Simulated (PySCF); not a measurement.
**CoH₄⁻: relaxation and vibrations of the singlet**

Where does singlet CoH₄⁻ go from a square planar start, is the end point a minimum, and what are its modes, charges and moments?

Program: PySCF 2.14.0. Level of theory: PBE0, basis Co def2-TZVPD, H def2-TZVPD, no relativity, density fitting. These are calculated values, not measurements.

## (1) The system as given

5 atoms, charge -1, spin multiplicity 1.

Bond lengths: Co1–H2 1.430 Å, Co1–H3 1.430 Å, Co1–H4 1.430 Å, Co1–H5 1.430 Å. Angles: H2–Co1–H3 90.0°, H2–Co1–H4 180.0°, H2–Co1–H5 90.0°, H3–Co1–H4 90.0°, H3–Co1–H5 180.0°, H4–Co1–H5 90.0°.

```xyz
5
charge -1 multiplicity 1
Co    0.0000    0.0000    0.0000
H     1.4300    0.0000    0.0000
H     0.0000    1.4300    0.0000
H    -1.4300    0.0000    0.0000
H     0.0000   -1.4300    0.0000
```

## (2) Finding the electronic state

The steps below are one call of a driver around PySCF. For each, scf.py gives the equivalent set-up of the SCF; relaxations use the driver's own optimiser. After this first run the driver tries any further starts and a stability analysis.

scf.py reads:

```python
from pyscf import gto, scf, dft
mol = gto.M(atom='''
Co     0.000000     0.000000     0.000000
H      1.430000     0.000000     0.000000
H      0.000000     1.430000     0.000000
H     -1.430000     0.000000     0.000000
H     -0.000000    -1.430000     0.000000''',
    basis={'Co': 'def2-TZVPD', 'H': 'def2-TZVPD'},
    charge=-1, spin=0)
mf = dft.RKS(mol, xc='PBE0')
mf.grids.atom_grid = (50, 194)
aux = {'Co': 'def2-universal-JKFIT', 'H': 'def2-universal-JKFIT'}
mf = mf.density_fit(auxbasis=aux)
mf.conv_tol = 1e-08
mf.diis_space = 10
mf.max_cycle = 60
mf.init_guess = 'minao'
mf.verbose = 4
mf.kernel()
```

Command:

```bash
OMP_NUM_THREADS=2 python axn.py task.json out
```

Output, cut to the lines that bear on the results:

```text
[... the frontier levels of the middle cycles are left out ...]
init E= -1383.87044669452
cycle= 1 E= -1366.89550944397  delta_E=   17  |g|= 7.63  |ddm|= 37.3
  HOMO = -2.08614344062719  LUMO = -2.08116970977674  gap/eV = 0.13534
cycle= 2 E= -1355.17588437361  delta_E= 11.7  |g|= 15.1  |ddm|= 38.5
  HOMO = -0.955303334228471  LUMO = -0.946006469776385  gap/eV = 0.25298
cycle= 3 E= -1373.11954965273  delta_E= -17.9  |g|= 10.1  |ddm|= 9.75
cycle= 4 E= -1375.99708236172  delta_E= -2.88  |g|= 8.97  |ddm|= 5.65
cycle= 5 E= -1376.32420662386  delta_E= -0.327  |g|= 8.77  |ddm|= 0.523
cycle= 6 E= -1377.7420436916  delta_E= -1.42  |g|= 7.85  |ddm|= 1.67
cycle= 7 E= -1381.63655679004  delta_E= -3.89  |g|= 5.13  |ddm|= 3.75
cycle= 8 E= -1380.68874440179  delta_E= 0.948  |g|= 5.91  |ddm|= 1.53
cycle= 9 E= -1380.83093603786  delta_E= -0.142  |g|= 5.79  |ddm|= 0.142
cycle= 10 E= -1382.91488447016  delta_E= -2.08  |g|= 3.79  |ddm|= 1.07
cycle= 11 E= -1383.38484269525  delta_E= -0.47  |g|= 3.16  |ddm|= 1.33
cycle= 12 E= -1377.07991639131  delta_E=  6.3  |g|= 6.42  |ddm|= 25.2
cycle= 13 E= -1384.76705377779  delta_E= -7.69  |g|= 0.395  |ddm|= 25.2
cycle= 14 E= -1384.79406659327  delta_E= -0.027  |g|= 0.0794  |ddm|=  0.3
cycle= 15 E= -1384.79483118616  delta_E= -0.000765  |g|= 0.0981  |ddm|= 0.104
cycle= 16 E= -1384.79596495222  delta_E= -0.00113  |g|= 0.0395  |ddm|= 0.0342
cycle= 17 E= -1384.79619347912  delta_E= -0.000229  |g|= 0.00542  |ddm|= 0.0237
cycle= 18 E= -1384.79619908984  delta_E= -5.61e-06  |g|= 0.00224  |ddm|= 0.00468
cycle= 19 E= -1384.79620001014  delta_E= -9.2e-07  |g|= 0.000261  |ddm|= 0.00211
cycle= 20 E= -1384.79620016684  delta_E= -1.57e-07  |g|= 0.00023  |ddm|= 0.00126
cycle= 21 E= -1384.7962002529  delta_E= -8.61e-08  |g|= 2.68e-05  |ddm|= 0.00162
cycle= 22 E= -1384.79620025324  delta_E= -3.47e-10  |g|= 5.18e-06  |ddm|= 8.63e-05
  HOMO = -0.0483715924341976  LUMO = 0.0695671550006649  gap/eV = 3.20928
Extra cycle  E= -1384.79620025322  delta_E= 2.27e-11  |g|= 1.63e-05  |ddm|= 9.79e-06
converged SCF energy = -1384.79620025322
```

This step, with its further starts and checks, needed 8.3 s of wall time on 2 threads of Arm Neoverse V1, shared host.

Energies from each starting density:

| start | energy (Eh) |
| --- | --- |
| the minimal-basis guess | -1384.796200 |
| a thermally smeared density | -1384.761334 |
| a smeared PBE density | -1384.796200 |

No lower closed-shell solution turned up from the other starts or in the test of internal stability.

## (3) Relaxation: square planar start, singlet

The program finds D4h symmetry in the start, which this walk keeps. Threshold on the gradient: 0.0003 Eh/bohr, with a further test on the energy change.

Changes to scf.py since step 2:

```diff
@@ -7 +7 @@
-H     -0.000000    -1.430000     0.000000''',
+H      0.000000    -1.430000     0.000000''',
@@ -17 +16,0 @@
-mf.init_guess = 'minao'
```

Energy and gradient, step by step:

| step | energy (Eh) | change (kJ/mol) | largest symmetric gradient (Eh/bohr) |
| --- | --- | --- | --- |
| 0 | -1384.796200 | 0.00 | 0.04194 |
| 1 | -1384.808728 | -32.89 | 0.02200 |
| 2 | -1384.814320 | -47.57 | 0.00542 |
| 3 | -1384.814744 | -48.69 | 0.00086 |
| 4 | -1384.814755 | -48.72 | 0.00004 |

The walk took 4.4 s.

It settles in D4h symmetry, 48.7 kJ/mol below the start, after 4 steps: Co–H 1.559 Å (×4); H–Co–H 90.0° (×4), H–Co–H 180.0° (×2).

## (4) Is it a minimum? Harmonic modes

On the finer grid the gradient is checked again; gradients at displacements of ±0.02 bohr then give force constants and infrared intensities.

Changes to scf.py since step 3:

```diff
@@ -3,5 +3,5 @@
-Co     0.000000     0.000000     0.000000
-H      1.430000     0.000000     0.000000
-H      0.000000     1.430000     0.000000
-H     -1.430000     0.000000     0.000000
-H      0.000000    -1.430000     0.000000''',
+Co     0.000000    -0.000000     0.000000
+H      1.559217    -0.000000     0.000000
+H     -0.000000     1.559217     0.000000
+H     -1.559217     0.000000     0.000000
+H      0.000000    -1.559217     0.000000''',
@@ -11 +11 @@
-mf.grids.atom_grid = (50, 194)
+mf.grids.atom_grid = (75, 302)
@@ -14 +14 @@
-mf.conv_tol = 1e-08
+mf.conv_tol = 1e-10
```

This SCF starts from the last density.

Log of the central SCF (cycles and frontier levels):

```text
init E= -1384.81464333684
  HOMO = -0.0553951691432045  LUMO = 0.0604838892775765  gap/eV = 3.15323
cycle= 1 E= -1384.81464333494  delta_E= 1.9e-09  |g|= 0.000139  |ddm|= 6.3e-05
  HOMO = -0.0554013747209205  LUMO = 0.0604378499272045  gap/eV = 3.15215
cycle= 2 E= -1384.81464330953  delta_E= 2.54e-08  |g|= 0.000507  |ddm|= 0.000227
  HOMO = -0.0553965847961348  LUMO = 0.0604738320371148  gap/eV = 3.15299
cycle= 3 E= -1384.814643337  delta_E= -2.75e-08  |g|= 5.21e-07  |ddm|= 0.000178
  HOMO = -0.0553965537963529  LUMO = 0.0604739068503894  gap/eV = 3.15300
cycle= 4 E= -1384.814643337  delta_E= -4.55e-13  |g|= 2.94e-08  |ddm|= 3.11e-07
  HOMO = -0.0553965561705921  LUMO = 0.0604738951861181  gap/eV = 3.15300
Extra cycle  E= -1384.81464333701  delta_E= -5.68e-12  |g|= 1.08e-07  |ddm|= 4.88e-08
converged SCF energy = -1384.81464333701
```

The whole step took 12 s.

Geometry: D4h; Co–H 1.559 Å (×4); H–Co–H 90.0° (×4), H–Co–H 180.0° (×2).

Modes, for the most abundant isotopes:

| symmetry | ω (cm⁻¹) | IR (km/mol) | μ (u) | type |
| --- | --- | --- | --- | --- |
| eu | 661 | 108 | 1.03 | bend |
| b2g | 814 | 0.0 | 1.01 | bend |
| b2u | 815 | 0.0 | 1.01 | bend |
| a2u | 839 | 207 | 1.08 | bend |
| eu | 1513 | 3954 | 1.05 | stretch |
| b1g | 1796 | 0.0 | 1.01 | stretch |
| a1g | 1823 | 0.0 | 1.01 | stretch |

No imaginary mode, so this is a minimum.

Properties at this point:

```yaml
Dipole_moment_about_the_centre_of_mass: 0.00 D
Highest_occupied_level: -1.51 eV
Lowest_empty_level: 1.65 eV
Rotational_constants: 3.44, 3.44, 1.72 cm⁻¹
Zero-point_energy: 62.4 kJ/mol
Principal_polarisabilities: 37.9, 77.9, 77.9 bohr³
Principal_traceless_quadrupole_moments_about_the_centre_of_mass: -6.33, -6.33, 12.66 D Å
Entropy_at_298.15_K_and_1_bar: 219.9 J/(mol K)
Heat_capacity_Cp_at_298.15_K: 49.4 J/(mol K)
Enthalpy_at_298.15_K_above_0_K: 11.20 kJ/mol
Rotational_symmetry_number: 8
```

Charges (e) and bond orders:

```tsv
atom	Mulliken	Löwdin	polar tensor	Mayer order to Co1
Co1	-0.87	-0.22	0.60	–
H2,3,4,5	-0.03	-0.20	-0.40	0.91
```

Mulliken populations on Co1: s 6.95, p 13.33, d 7.59, f 0.00.

## (5) A spin-polarised start

A stability analysis found the closed shell of the lowest minimum unstable towards spin polarisation, so the unrestricted solution is followed.

The program finds D4h symmetry in the start, which may break.

Changes to scf.py since step 4:

```diff
@@ -3 +3 @@
-Co     0.000000    -0.000000     0.000000
+Co     0.000000     0.000000     0.000000
@@ -10,2 +10,2 @@
-mf = dft.RKS(mol, xc='PBE0')
-mf.grids.atom_grid = (75, 302)
+mf = dft.UKS(mol, xc='PBE0')
+mf.grids.atom_grid = (50, 194)
@@ -14 +14 @@
-mf.conv_tol = 1e-10
+mf.conv_tol = 1e-08
```

Steps of the walk:

| step | energy (Eh) | change (kJ/mol) | largest gradient (Eh/bohr) |
| --- | --- | --- | --- |
| 0 | -1384.857872 | 0.00 | 0.00436 |
| 1 | -1384.858127 | -0.67 | 0.00248 |
| 2 | -1384.858282 | -1.08 | 0.00026 |
| 3 | -1384.858285 | -1.09 | 0.00021 |
| 4 | -1384.858288 | -1.09 | 0.00010 |
| 5 | -1384.858289 | -1.09 | 0.00002 |

The walk took 8.3 s.

Positions (Å) and forces (eV/Å) along the way:

```
step 0
Co   0.000   0.000   0.000   0.000   0.000   0.000
H    1.559   0.000   0.000   0.224   0.062   0.000
H    0.000   1.559   0.000   0.062   0.224   0.000
H   -1.559   0.000   0.000  -0.224  -0.062   0.000
H    0.000  -1.559   0.000  -0.062  -0.224   0.000
step 1
Co   0.000   0.000   0.000   0.000   0.000   0.000
H    1.567   0.007   0.000   0.128   0.045   0.000
H    0.007   1.567   0.000   0.045   0.128   0.000
H   -1.567  -0.007   0.000  -0.128  -0.045   0.000
H   -0.007  -1.567   0.000  -0.045  -0.128   0.000
step 3
Co   0.000   0.000   0.000   0.000   0.000   0.000
H    1.578   0.023   0.000  -0.011   0.009   0.000
H    0.023   1.578   0.000   0.009  -0.011   0.000
H   -1.578  -0.023   0.000   0.011  -0.009   0.000
H   -0.023  -1.578   0.000  -0.009   0.011   0.000
step 5
Co   0.000   0.000   0.000   0.000   0.000   0.000
H    1.577   0.027   0.000  -0.001   0.000   0.000
H    0.027   1.577   0.000   0.000  -0.001   0.000
H   -1.577  -0.027   0.000   0.001   0.000   0.000
H   -0.027  -1.577   0.000   0.000   0.001   0.000
```

It settles in D2h symmetry, 1.1 kJ/mol below the start, after 5 steps: Co–H 1.577 Å (×4); H–Co–H 88.0° (×2), H–Co–H 92.0° (×2), H–Co–H 180.0° (×2).

## (6) Is it a minimum? Harmonic modes

The same treatment as at the point before.

Changes to scf.py since step 5:

```diff
@@ -4,4 +4,4 @@
-H      1.559217    -0.000000     0.000000
-H     -0.000000     1.559217     0.000000
-H     -1.559217     0.000000     0.000000
-H      0.000000    -1.559217     0.000000''',
+H      1.577147     0.027389     0.000000
+H      0.027389     1.577147    -0.000000
+H     -1.577147    -0.027389    -0.000000
+H     -0.027389    -1.577147     0.000000''',
@@ -11 +11 @@
-mf.grids.atom_grid = (50, 194)
+mf.grids.atom_grid = (75, 302)
@@ -14 +14 @@
-mf.conv_tol = 1e-08
+mf.conv_tol = 1e-10
```

Log of the central SCF (cycles and frontier levels):

```text
init E= -1384.85818146425
[... the frontier-level lines of each cycle are left out ...]
cycle= 1 E= -1384.85818146425  delta_E= -1.82e-12  |g|= 1.33e-06  |ddm|= 2.96e-06
Extra cycle  E= -1384.85818146426  delta_E= -6.82e-12  |g|= 2.55e-06  |ddm|= 3.05e-06
converged SCF energy = -1384.85818146426  <S^2> = 1.0052929  2S+1 = 2.2407971
```

The whole step needed 34 s of wall time on 2 threads of Arm Neoverse V1, shared host.

Geometry: D2h; Co–H 1.577 Å (×4); H–Co–H 88.0° (×2), H–Co–H 92.0° (×2), H–Co–H 180.0° (×2).

Modes, for the most abundant isotopes:

| ω (cm⁻¹) | IR (km/mol) | μ (u) | type |
| --- | --- | --- | --- |
| 442 | 156 | 1.03 | bend |
| 479 | 0.5 | 1.04 | bend |
| 551 | 307 | 1.08 | bend |
| 575 | 0.0 | 1.01 | bend |
| 764 | 0.0 | 1.01 | bend |
| 1589 | 1088 | 1.05 | stretch |
| 1595 | 1246 | 1.04 | stretch |
| 1757 | 0.0 | 1.01 | stretch |
| 1779 | 0.0 | 1.01 | stretch |

No imaginary mode, so this is a minimum.

Here the density breaks the symmetry of the frame, and no labels are given.

Properties at this point:

| Quantity | Value |
| --- | --- |
| Dipole moment about the centre of mass | 0.00 D |
| Highest occupied level | -1.62 eV |
| Lowest empty level | 3.04 eV |
| Rotational constants | 3.482, 3.248, 1.681 cm⁻¹ |
| Zero-point energy | 57.0 kJ/mol |
| Principal polarisabilities | 42.7, 71.1, 71.5 bohr³ |
| Principal traceless quadrupole moments about the centre of mass | -5.83, -4.94, 10.77 D Å |
| Entropy at 298.15 K and 1 bar | 232.4 J/(mol K) |
| Heat capacity Cp at 298.15 K | 57.4 J/(mol K) |
| Enthalpy at 298.15 K above 0 K | 12.47 kJ/mol |
| Rotational symmetry number | 4 |
| Spin squared ⟨S²⟩ | 1.005 |

Charges (e) and bond orders:

```csv
atom,Mulliken,Löwdin,polar tensor,spin (Mulliken),Mayer order to Co1
Co1,-0.86,-0.18,0.38,0.00,–
"H2,3,4,5",-0.03,-0.21,-0.34,0.00,0.89
```

Outer orbital energies (eV). α occupied: -60.97, -5.33, -4.09, -3.85, -3.20, -2.87, -1.81, -1.62; empty: 3.04, 4.04, 4.82, 5.38. β occupied: -60.97, -5.33, -4.09, -3.85, -3.20, -2.87, -1.81, -1.62; empty: 3.04, 4.04, 4.82, 5.38.

Mulliken populations on Co1: s 7.12, p 13.30, d 7.44, f 0.00.

## (7) The points found, side by side

| spin | group | bonds | imaginary modes (cm⁻¹) | ΔE (kJ/mol) | with zero-point energy |
| --- | --- | --- | --- | --- | --- |
| broken-symmetry (Ms = 0) | D2h (density of lower symmetry) | Co–H 1.577 Å (×4) | none | 0.0 | 0.0 |
| singlet | D4h | Co–H 1.559 Å (×4) | none | 114.3 | 119.7 |

## (8) Results

| quantity | value |
| --- | --- |
| minimum | broken-symmetry (Ms = 0), D2h |
| geometry | Co–H 1.577 Å (×4); H–Co–H 88.0° (×2), H–Co–H 92.0° (×2), H–Co–H 180.0° (×2) |
| wavenumbers (cm⁻¹) | 442, 479, 551, 575, 764, 1589, 1595, 1757, 1779 |
| dipole moment (centre of mass) | 0.00 D |
| highest occupied, lowest empty level (either spin) | -1.62, 3.04 eV |
| polar-tensor charge of Co1 | +0.38 e |
| zero-point energy | 57.0 kJ/mol |
| entropy at 298.15 K | 232.4 J/(mol K) |
| ⟨S²⟩ | 1.005 |

From D4h at the start the molecule goes to a D2h minimum. The determinant is spin-contaminated (⟨S²⟩ = 1.01 against 0.00), so it is no pure spin state. The strongest infrared band lies at 1595 cm⁻¹ (stretch). Only this shape and spin were tried, so other structures or states may lie lower. The SCF density has lower symmetry than the nuclear frame.

The search up to here took 88 s.
